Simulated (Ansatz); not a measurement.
# C2H6InO: the cost of one run

Method: the settings change from run to run; program: Ansatz 0.2.0, Gaussian basis.

### 1 The relaxed structure

The structure was relaxed beforehand with PBE0-D4 in a triple-zeta def2 set. In takes a core potential in def2 sets; no spin-orbit term is included.

10 atoms, charge 0, spin multiplicity 2.

Atoms are counted from 1 here; the program's logs count them from 0.

Bond lengths: C1–C2 1.514 Å, C1–H5 1.093 Å, C1–H6 1.097 Å, C1–H7 1.092 Å, C2–In3 2.244 Å, C2–H8 1.090 Å, C2–H9 1.093 Å, In3–O4 2.019 Å, O4–H10 0.959 Å. Angles: C2–C1–H5 112.0°, C2–C1–H6 110.7°, C2–C1–H7 112.0°, H5–C1–H6 107.0°, H5–C1–H7 107.2°, H6–C1–H7 107.6°, C1–C2–In3 109.7°, C1–C2–H8 113.8°, C1–C2–H9 113.1°, In3–C2–H8 107.5°, In3–C2–H9 103.4°, H8–C2–H9 108.7°, C2–In3–O4 106.7°, In3–O4–H10 116.0°.

### 2 revPBE/def2-SVPD

Set apart from the defaults: restricted open-shell orbitals, atoms shaken by 0.08 Å, a point charge of 1.00 e beside it, D3(BJ) with three-body dispersion.

in.yaml reads:

```yaml
crystal:
  periodic: [false, false, false]
  atoms:
    - {symbol: C, position_ang: [-1.115019, 0.659642, -0.118542]}
    - {symbol: C, position_ang: [-0.321265, -0.544196, 0.946535]}
    - {symbol: In, position_ang: [1.650052, -1.079186, -0.036763]}
    - {symbol: O, position_ang: [2.010159, 0.341214, -1.278345]}
    - {symbol: H, position_ang: [-1.421902, 0.090008, -0.984904]}
    - {symbol: H, position_ang: [-1.951117, 0.801742, 0.511827]}
    - {symbol: H, position_ang: [-0.598850, 1.338515, -0.210520]}
    - {symbol: H, position_ang: [-0.957996, -1.478136, 1.185750]}
    - {symbol: H, position_ang: [-0.019551, -0.211736, 1.790586]}
    - {symbol: H, position_ang: [2.944782, 0.327384, -1.785989]}
basis:
  gaussian: {orbitals: def2-SVPD, point_charges: [{charge: 1.00, position_ang: [7.616, -0.070, 0.085]}]}
magnetization: {spin_polarized: false, initial_magnetization: 1}
hamiltonian: {xc: {name: revPBE}, dispersion: d3bjatm}
output: {forces: true}
```

The run is started by

```bash
ansatz run in.yaml --threads 4 --pin off --events-out ev --progress --plain --max-ram 10444MiB
```

**Question.** How long does this run take on 4 threads of Arm Neoverse V1, shared host, and how much memory does it need?

About 3.7 s, with a peak of 0.28 GiB.
